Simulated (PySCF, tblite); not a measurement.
# C5H8F2SSi: geometry, infrared bands and NMR shifts

Wanted: the infrared bands and NMR shifts of C5H8F2SSi (`F[C@@H]1C[C@]1(F)[C@@H]1C[SiH2]S1`), by calculation.

Computed with tblite 0.8.0 and PySCF 2.14.0, with density-fitted response routines of our own, on a single molecule in the gas phase. Atoms count from 0, in the outputs and in this text.

### Step 1. The starting structure

17 atoms, charge 0, multiplicity 1; geometry from: force field or distance geometry start.

Bonds of the start (Å): F0–C1 1.41, C1–C2 1.48, C2–C3 1.53, C3–F4 1.37, C3–C5 1.51, C5–C6 1.50, C6–Si7 1.87, Si7–S8 2.14, C3–C1 1.51, S8–C5 1.83, C1–H9 1.13, C2–H10 1.11, C2–H11 1.11, C5–H12 1.11, C6–H13 1.12, C6–H14 1.11, Si7–H15 1.45, Si7–H16 1.46.

### Step 2. Geometry optimisation with GFN2-xTB

The job: settings as JSON, then the geometry in Å.

```
{"job": {"kind": "relax", "xc": "GFN2-xTB", "basis": "xTB"}, "charge": 0, "multiplicity": 1}
F     -1.472800    -0.824400     1.738300
C     -1.886400     0.218700     0.885500
C     -2.300800    -0.089900    -0.506600
C     -0.986100     0.644600    -0.249300
F     -0.928500     1.966500    -0.586000
C      0.263300    -0.152500    -0.557300
C      1.210100    -0.172900     0.609500
Si     2.843200    -0.248200    -0.297700
S      1.468700     0.783600    -1.573700
H     -2.369500     1.088600     1.421100
H     -3.113000     0.472200    -1.004800
H     -2.156800    -1.140900    -0.832700
H      0.040400    -1.130100    -1.028500
H      1.104800    -1.124600     1.185600
H      1.142800     0.723300     1.263900
H      3.218700    -1.585800    -0.728000
H      3.914800     0.583600     0.250800
```

On the command line:

```console
$ OMP_NUM_THREADS=1 python probes_run.py task.json out
```

This one command runs all jobs of the session in turn.

**Question.** This job is followed by: GFN2-xTB harmonic vibrations, gas phase; GIAO PBE0/pcSseg-1 NMR shielding, non-relativistic, gas phase. What will the session give for the following? strongest single infrared mode (GFN2-xTB); zero-point energy (GFN2-xTB); 13C shifts against TMS (PBE0/pcSseg-1); 1H shifts against TMS (PBE0/pcSseg-1); 19F shifts against CFCl3 (PBE0/pcSseg-1); 29Si shifts against TMS (PBE0/pcSseg-1); 33S shifts against CS2 (PBE0/pcSseg-1).

As calculated:

| quantity | value |
| --- | --- |
| strongest single infrared mode (GFN2-xTB) | 2333 cm⁻¹, 336 km/mol |
| zero-point energy (GFN2-xTB) | 73.4 kcal/mol |
| 13C shifts against TMS (PBE0/pcSseg-1) | 87.1, 81.1, 49.3, 22.3, 18.6 ppm |
| 1H shifts against TMS (PBE0/pcSseg-1) | 5.62, 5.32, 5.08, 3.73, 2.65, 2.05, 1.45, 1.03 ppm |
| 19F shifts against CFCl3 (PBE0/pcSseg-1) | -221.9, -240.0 ppm |
| 29Si shifts against TMS (PBE0/pcSseg-1) | -20.7 ppm |
| 33S shifts against CS2 (PBE0/pcSseg-1) | -110 ppm |

The optimisation took 117 steps and gained 0.956 eV; among the close pairs (by a distance rule), F0–C1 changed most, from 1.409 to 1.361 Å. No mode is imaginary among the 45: a minimum at this level. The strongest single mode, at 2333 cm⁻¹, moves mainly H15. GFN2-xTB is a fitted tight-binding method: band positions and strengths are rough. Its intensities can rank the bands wrongly. At PBE0/pcSseg-1: The largest span, 592 ppm, is at S8, where the paramagnetic term is -444 ppm.
